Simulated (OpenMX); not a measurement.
GaGe: band structure with PBE

GaGe:

```
Ge Ga
1.0
     0.00000    2.89784    2.89784
     2.89784    0.00000    2.89784
     2.89784    2.89784    0.00000
Ge Ga
1 1
Direct
  0.00000 0.00000 0.00000
  0.25000 0.25000 0.25000
```

The cell comes from a database or a generator and needn't be the stable form of this composition.

```json
{
  "Program": "OpenMX 3.8.5",
  "Task": "band structure",
  "Functional": "PBE",
  "Potentials or basis": "OpenMX 2013 PBE set, Ge7.0-s3p2d2, Ga7.0-s3p2d2, grid cutoff 500 Ry",
  "k mesh": "7 × 7 × 7",
  "Occupations": "fermi-dirac, width 0.05 eV",
  "Spin": "no spin polarisation",
  "Mixing scheme": "rmm-diisk",
  "SCF threshold": "1e-08 Ha",
  "Solver": "band",
  "Max SCF cycles": "100"
}
```

```yaml
Pressure: 1.7 GPa
Band_gap_along_the_path: none (metal or under the smearing width)
Mulliken_charges: Ge +0.53; Ga -0.53 e
```

Levels at the corners of the path, in eV from the Fermi level:
| point | band 6 | band 7 | band 8 | band 9 | band 10 | band 11 | band 12 | band 13 |
| --- | --- | --- | --- | --- | --- | --- | --- | --- |
| Γ | -10.49 | 1.73 | 1.73 | 1.73 | 2.32 | 4.49 | 4.49 | 4.49 |
| X | -7.47 | -5.84 | -1.23 | -1.23 | 2.48 | 2.56 | 11.40 | 11.41 |
| W | -7.38 | -5.70 | -2.11 | -2.03 | 5.94 | 6.07 | 6.31 | 6.74 |
| K | -7.55 | -5.62 | -2.50 | -0.78 | 2.95 | 5.78 | 9.07 | 9.12 |
| Γ | -10.49 | 1.73 | 1.73 | 1.73 | 2.32 | 4.49 | 4.49 | 4.49 |
| L | -8.53 | -5.38 | 0.42 | 0.42 | 2.16 | 5.54 | 5.54 | 9.15 |
| U | -7.55 | -5.62 | -2.50 | -0.78 | 2.95 | 5.78 | 9.07 | 9.12 |
| W | -7.38 | -5.70 | -2.11 | -2.03 | 5.94 | 6.07 | 6.31 | 6.74 |
| L | -8.53 | -5.38 | 0.42 | 0.42 | 2.16 | 5.54 | 5.54 | 9.15 |
| K|U | -7.55 | -5.62 | -2.50 | -0.78 | 2.95 | 5.78 | 9.07 | 9.12 |
| X | -7.47 | -5.84 | -1.23 | -1.23 | 2.48 | 2.56 | 11.40 | 11.41 |

It took 2.8 min on 1 thread of AMD EPYC 7571 (shared host), peak memory 0.8 GiB.

Caveat: Mulliken charges move with the basis; the basis of atomic orbitals isn't converged, which shifts pressures, moduli and gaps.
